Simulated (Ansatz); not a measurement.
# AlBH6OSi: the cost of one run

All numbers below are computed with Ansatz 0.2.0 (RKS PBE0/6-31G*).

## (1) The system as given

Bond lengths: O1–Al2 1.647 Å, Al2–B3 2.083 Å, B3–Si4 1.966 Å, O1–H5 0.947 Å, Al2–H6 1.559 Å, B3–H7 1.179 Å, Si4–H8 1.478 Å, Si4–H9 1.475 Å, Si4–H10 1.475 Å. Angles: O1–Al2–B3 121.7°, O1–Al2–H6 113.0°, B3–Al2–H6 125.3°, Al2–O1–H5 175.9°, Al2–B3–Si4 122.2°, Al2–B3–H7 121.5°, Si4–B3–H7 116.2°, B3–Si4–H8 110.3°, B3–Si4–H9 115.9°, B3–Si4–H10 116.6°, H8–Si4–H9 104.6°, H8–Si4–H10 104.6°, H9–Si4–H10 103.7°.

As a file:

```xyz
10

O    -1.8704    1.5855   -0.2144
Al   -0.4455    1.6020    0.6111
B     1.0400    0.1845    0.2604
Si    0.6313   -1.6219   -0.3976
H    -2.7140    1.6198   -0.6443
H    -0.3452    2.7795    1.6274
H     2.1786    0.4246    0.4517
H     0.4793   -2.5576    0.7364
H     1.6587   -2.2419   -1.2560
H    -0.6129   -1.7746   -1.1748
```

## (2) End point A

Input file input.yaml:

```yaml
crystal:
  periodic: [false, false, false]
  atoms:
    - { symbol: O, position_ang: [-1.87041, 1.58554, -0.2144] }
    - { symbol: Al, position_ang: [-0.44552, 1.60199, 0.61109] }
    - { symbol: B, position_ang: [1.04002, 0.18454, 0.2604] }
    - { symbol: Si, position_ang: [0.63127, -1.62189, -0.39759] }
    - { symbol: H, position_ang: [-2.71396, 1.61978, -0.64428] }
    - { symbol: H, position_ang: [-0.34523, 2.77948, 1.62744] }
    - { symbol: H, position_ang: [2.17863, 0.42463, 0.4517] }
    - { symbol: H, position_ang: [0.47935, -2.55757, 0.73643] }
    - { symbol: H, position_ang: [1.6587, -2.24193, -1.25602] }
    - { symbol: H, position_ang: [-0.61285, -1.77457, -1.17478] }
basis:
  gaussian: { orbitals: "6-31G*" }
hamiltonian:
  xc: pbe0
relax:
  f_tol: 0.015
  max_steps: 40
output:
  orbitals: {}
```

Launch:

```bash
$ ansatz run input.yaml --threads 1 --pin off --max-ram 2048MiB --backend cpu --events-out ev --progress --plain --runs-dir out
```

What time and memory should one allow on 1 thread of an Arm CPU, shared host?

About 90 s, with a peak of 0.15 GiB.
